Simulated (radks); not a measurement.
# Excited configurations of Yb²⁺

An exercise on one series of results from a longer session: the logs are not shown, and one member is left open.

Method: scalar-relativistic Kohn-Sham, r2SCAN, spin-polarised, spherical densities, finite nucleus; open shells are filled with parallel spins first. Code: radks (a radial shooting solver on a logarithmic mesh, Libxc functionals) version 1.

## The system

* element: ytterbium (Z = 70)
* charge: +2
* electrons: 68
* configuration: [Xe] 4f14
* nuclear rms radius: 5.3108 fm

The outer shells:

Yb²⁺
```
[Xe] core
4f [↑↓][↑↓][↑↓][↑↓][↑↓][↑↓][↑↓]
```

The first run:

Settings of this run:

```text
Z 70
configuration [Xe] 4f14
relativity scalar-relativistic
functional r2scan,r2scan
spin polarised
nucleus finite rms 5.3108 fm
c 137.035999084
```

Steps of the session up to this table: Ground configuration: [Xe] 4f14.

One table of the session follows, with a row left open; its other results are not shown here.

It belongs to the step «Ground configuration: [Xe] 4f14». From the orbitals of this run (lengths in bohr):

```
level     <r>  outermost maximum (interpolated)  90 % within  nodes
   3p  0.2160                             0.196        0.323      1
   3d       ?                                 ?            ?      ?
   4s  0.4882                             0.455        0.701      3
   4p  0.5183                             0.476        0.754      2
   4d  0.5605                             0.491        0.843      1
   5s   1.211                              1.07         1.75      4
   5p   1.435                              1.23         2.11      3
   4f  0.7769                             0.485         1.36      0
```

Estimate the missing values for 3d.

As computed: <r>: 0.1961; outermost maximum (interpolated): 0.160; 90 % within: 0.305; nodes: 0. In the column «<r>» it is the lowest.

Caveats from the session: Open shells are spherical and high-spin; term and fine-structure splittings are not resolved.
